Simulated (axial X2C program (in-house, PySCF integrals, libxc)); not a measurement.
**CoLi⁺: properties at the nuclei**

Wanted for CoLi⁺: properties at the nuclei, at the two-component level.

Method: two-component X2C with atomic mean-field terms, Co dyall-cv3z, Li dyall-cv3z; program: an in-house X2C program for linear molecules on PySCF integrals.

All values are calculated.

## Step 1: The job

Input file task.json:

```json
{
 "zs": [
  27,
  3
 ],
 "q": 1,
 "bas": [
  "dyall-cv3z",
  "dyall-cv3z"
 ],
 "r0": 2.44,
 "levels": [
  "PBE0",
  "HF",
  "r2SCAN",
  "TPSSh",
  "B3LYP"
 ],
 "nst": 3
}
```

Keys: zs atomic numbers; q charge; bas basis sets; r0 starting distance in Å; levels methods (HF also brings MP2); nst determinants followed.

Run with:

```
$ python soeom.py task.json out
```

Nuclei are Gaussian, cores are contracted, and the Gaunt term is on.

## Step 2: Expectation values, lowest determinant

R = 2.700 Å. State: Ω = 7/2 (excess of +ω over −ω: ω = -1/2, ω = 3/2, ω = 5/2).

Output of the PBE0 run:

```text
two-component X2C + atomic mean field  PBE0
basis functions 149  fitting functions 784  grid points 5087
iter        total energy     max residual
   1      -1399.956415483     5.11e-05
   2      -1399.956415528     4.12e-05
   3      -1399.956415583     5.63e-05
   4      -1399.956415591     1.58e-05
   5      -1399.956415593     8.69e-06
converged
one-electron -1961.47283933  Coulomb 607.38511830  exact exchange -15.04247720  xc functional -46.30575190  nuclear repulsion 15.87531633  atomic mean-field constant -0.39578179
```

The highest occupied spinor is 61% Co s, 17% Li p, 16% Li s.

| level | Eeff magnitude (GV/cm) | Ws magnitude Co (kHz) | A∥/gI Co (MHz) | qzz Co (a.u.) | A∥/gI Li (MHz) | qzz Li (a.u.) |
| --- | --- | --- | --- | --- | --- | --- |
| PBE0 | 0.115 | 0.0151 | 421 | -0.01 | -1.03 | -0.01 |
| HF | 0.42 | 0.0508 | 437 | -0.13 | -3.77 | -0.01 |
| r2SCAN | 0.133 | 0.0167 | 460 | -0.03 | -1.44 | -0.01 |
| TPSSh | 0.159 | 0.0203 | 433 | -0.05 | -1.36 | -0.02 |
| B3LYP | 0.0529 | 0.00755 | 412 | 0.03 | -0.565 | -0.01 |

Eeff is the effective electric field on the electron dipole moment in this Ω state and Ws the scalar–pseudoscalar constant (defined with the proton number Z and per Ω); A∥ is the parallel hyperfine constant, which follows by multiplying with the nuclear g factor gI = μI/(I μN); qzz is the electric field gradient, eQq0 = 234.96 MHz × Q/barn × qzz. The operators were transformed with the bare-nucleus X2C matrices.

## Step 3: Expectation values, a higher determinant

R = 2.700 Å. State: Ω = 3/2 (excess of +ω over −ω: ω = 1/2, ω = -3/2, ω = 5/2), 0.02 eV above the lowest in the PBE0 search for states (made at or near this distance, with looser thresholds).

Output of the PBE0 run:

```text
two-component X2C + atomic mean field  PBE0
basis functions 149  fitting functions 784  grid points 5087
iter        total energy     max residual
   1      -1399.955840976     8.64e-05
   2      -1399.955840980     1.22e-05
   3      -1399.955840982     3.45e-05
   4      -1399.955840983     1.35e-05
   5      -1399.955840984     7.59e-06
converged
one-electron -1961.75275750  Coulomb 607.68957883  exact exchange -15.04301561  xc functional -46.32918125  nuclear repulsion 15.87531633  atomic mean-field constant -0.39578179
```

The highest occupied spinor is 54% Co s, 17% Li p, 16% Li s.

| level | Eeff magnitude (GV/cm) | Ws magnitude Co (kHz) | A∥/gI Co (MHz) | qzz Co (a.u.) | A∥/gI Li (MHz) | qzz Li (a.u.) |
| --- | --- | --- | --- | --- | --- | --- |
| PBE0 | 0.183 | 0.0574 | 325 | -3.24 | -5.99 | -0.02 |
| HF | 0.624 | 0.177 | 331 | -3.07 | -13.5 | -0.01 |
| r2SCAN | 0.26 | 0.079 | 465 | -3.31 | -8.49 | -0.02 |
| TPSSh | 0.149 | 0.0499 | 432 | -3.45 | -6.43 | -0.02 |
| B3LYP | 0.103 | 0.034 | 306 | -3.31 | -4.53 | -0.02 |

## Step 4: Expectation values, a higher determinant

R = 2.700 Å. State: Ω = 9/2 (excess of +ω over −ω: ω = 1/2, ω = 3/2, ω = 5/2), 0.07 eV above the lowest in the PBE0 search for states (made at or near this distance, with looser thresholds).

Output of the PBE0 run:

```text
two-component X2C + atomic mean field  PBE0
basis functions 149  fitting functions 784  grid points 5087
iter        total energy     max residual
   1      -1399.953975957     5.07e-05
   2      -1399.953975976     3.61e-05
   3      -1399.953975987     1.19e-05
   4      -1399.953975988     4.37e-06
converged
one-electron -1963.10693815  Coulomb 609.05165307  exact exchange -15.04117265  xc functional -46.33705280  nuclear repulsion 15.87531633  atomic mean-field constant -0.39578179
```

The highest occupied spinor is 36% Co s, 34% Co d, 13% Li s.

| level | Eeff magnitude (GV/cm) | Ws magnitude Co (kHz) | A∥/gI Co (MHz) | qzz Co (a.u.) | A∥/gI Li (MHz) | qzz Li (a.u.) |
| --- | --- | --- | --- | --- | --- | --- |
| PBE0 | 0.0719 | 0.00256 | 573 | 0.47 | -0.498 | -0.02 |
| HF | 0.667 | 0.063 | 508 | 1.27 | -4.45 | -0.01 |
| r2SCAN | 0.219 | 0.0159 | 654 | 0.01 | 0.161 | -0.02 |
| TPSSh | 0.266 | 0.0205 | 629 | -0.10 | 0.816 | -0.02 |
| B3LYP | 0.125 | 0.00793 | 584 | 0.32 | 0.0729 | -0.02 |

## Step 5: Results

```
                                        quantity                                                       value
                              lowest determinant  Ω = 7/2 (excess of +ω over −ω: ω = -1/2, ω = 3/2, ω = 5/2)
                    Eeff magnitude (GV/cm), PBE0                                                       0.115
                     Ws magnitude Co (kHz), PBE0                                                      0.0151
                            A∥/gI Co (MHz), PBE0                                                         421
                             qzz Co (a.u.), PBE0                                                       -0.01
                              higher determinant  Ω = 3/2 (excess of +ω over −ω: ω = 1/2, ω = -3/2, ω = 5/2)
Eeff magnitude (GV/cm), PBE0, higher determinant                                                       0.183
 Ws magnitude Co (kHz), PBE0, higher determinant                                                      0.0574
        A∥/gI Co (MHz), PBE0, higher determinant                                                         325
         qzz Co (a.u.), PBE0, higher determinant                                                       -3.24
                              higher determinant   Ω = 9/2 (excess of +ω over −ω: ω = 1/2, ω = 3/2, ω = 5/2)
Eeff magnitude (GV/cm), PBE0, higher determinant                                                      0.0719
 Ws magnitude Co (kHz), PBE0, higher determinant                                                     0.00256
        A∥/gI Co (MHz), PBE0, higher determinant                                                         573
         qzz Co (a.u.), PBE0, higher determinant                                                        0.47
```

**Reading.** In the first state, the effective field runs from 0.0529 to 0.42 GV/cm over the mean-field levels, so the levels don't agree on it. The expectation values come from single determinants, which for open shells can mix terms of unlike spin or miss the lowest Ω, so a determinant need not be a state. Eeff is the effective electric field on the electron dipole moment in this Ω state and Ws the scalar–pseudoscalar constant (defined with the proton number Z and per Ω); A∥ is the parallel hyperfine constant, which follows by multiplying with the nuclear g factor gI = μI/(I μN); qzz is the electric field gradient, eQq0 = 234.96 MHz × Q/barn × qzz. The operators were transformed with the bare-nucleus X2C matrices. A second determinant lies within 0.1 eV of the first, so their order is not settled at this level.
